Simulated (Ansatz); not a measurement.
# B₂FH₃Si: taking an electron away

One table from this session's results is given with a row withheld; the runs are named, their logs left out.

The runs use Ansatz 0.2.0, Gaussian basis; unrestricted cation, the program's frozen cores in correlated methods.

Levels to be run: UKS PBE-D4/def2-TZVPP; UKS r2SCAN-D4/def2-TZVPP; UKS PBE0-D4/def2-TZVPP; UKS B3LYP-D4/def2-TZVPP; UKS wB97X-V/def2-TZVPP; UKS wB97M-V/def2-TZVPP; UKS B2PLYP/def2-TZVPP; UHF-CCSD(T)/def2-TZVPP; UHF-MP2/def2-QZVPP; extrapolation to the limit; then −ε(HOMO) from the neutral's earlier runs with LDA (SPW92), PBE-D4, revPBE-D4, BLYP-D4, r2SCAN-D4, B97M-V, PBE0-D4, B3LYP-D4, r2SCANh-D4, r2SCAN0-D4, HSE06-D4, BHLYP-D4, CAM-B3LYP-D4, LC-ωPBE, ωB97X-V, ωB97M-V.

### The relaxed structure

An earlier PBE0-D4 in a triple-zeta def2 set relaxation fixed the geometry.

7 atoms, charge 0, spin multiplicity 1.

Atoms are counted from 1 here; the program's logs count them from 0.

Bond lengths: F1–B2 1.275 Å, B2–B3 1.536 Å, B2–Si4 2.454 Å, B3–Si4 1.858 Å, B3–H5 1.185 Å, Si4–H6 1.487 Å, Si4–H7 1.488 Å. Angles: F1–B2–B3 173.1°, F1–B2–Si4 124.0°, B3–B2–Si4 49.1°, B2–B3–Si4 92.1°, B2–B3–H5 137.5°, Si4–B3–H5 130.3°, B2–Si4–B3 38.7°, B2–Si4–H6 168.0°, B2–Si4–H7 82.2°, B3–Si4–H6 129.3°, B3–Si4–H7 120.9°, H6–Si4–H7 109.8°.

Set-up of the first run:

Input file in.yaml:

```yaml
crystal:
  periodic: [false, false, false]
  atoms:
    - {symbol: F, position_ang: [-0.561378, -2.401730, 0.045496]}
    - {symbol: B, position_ang: [0.235557, -1.409213, 0.116142]}
    - {symbol: B, position_ang: [1.048569, -0.107355, 0.170538]}
    - {symbol: Si, position_ang: [-0.460592, 0.929986, -0.140937]}
    - {symbol: H, position_ang: [2.177455, 0.211946, 0.336396]}
    - {symbol: H, position_ang: [-0.581512, 2.408020, -0.250824]}
    - {symbol: H, position_ang: [-1.796897, 0.300346, -0.322511]}
basis:
  gaussian: {orbitals: def2-TZVPP}
total_charge: 1
magnetization: {spin_polarized: true, initial_magnetization: 1}
hamiltonian: {xc: pbe, dispersion: d4}
```

Started as:

```console
ansatz run in.yaml --threads 2 --pin off --events-out ev --progress --plain --max-ram 4352MiB
```

Steps of the session up to this table: Cation, UKS PBE-D4/def2-TZVPP; Cation, UKS r2SCAN-D4/def2-TZVPP; Cation, UKS PBE0-D4/def2-TZVPP; Cation, UKS B3LYP-D4/def2-TZVPP; Cation, UKS wB97X-V/def2-TZVPP; Cation, UKS wB97M-V/def2-TZVPP; Cation, UKS B2PLYP (frozen core)/def2-TZVPP; Cation, UHF-CCSD(T)/def2-TZVPP; Cation, UHF-MP2/def2-QZVPP.

One of the session's tables, all rows but one given; the rest of the session is left out.

It belongs to the step «Ionisation energies side by side». For comparison, −ε(HOMO) of the neutral from earlier runs:

```
  functional  −ε(HOMO) (eV)
 LDA (SPW92)           5.78
      PBE-D4           5.61
   revPBE-D4           5.55
     BLYP-D4           5.40
   r2SCAN-D4           5.76
      B97M-V           5.73
     PBE0-D4           6.45
    B3LYP-D4           6.23
  r2SCANh-D4              ?
  r2SCAN0-D4           6.55
    HSE06-D4           6.06
    BHLYP-D4           7.08
CAM-B3LYP-D4           7.53
     LC-ωPBE           8.74
     ωB97X-V           8.45
     ωB97M-V           8.35
```

Q: Estimate the row for r2SCANh-D4 from the others.

Worked estimate for «−ε(HOMO) (eV)». Against the share of exact exchange, r2SCAN-D4 (0, 5.76), r2SCAN0-D4 (0.25, 6.55) give a slope of 3.16 per unit share; at 0.1 the line stands at 6.08.

**Answer.** −ε(HOMO) (eV): 6.08. In «−ε(HOMO) (eV)» the line misses by 0.00.
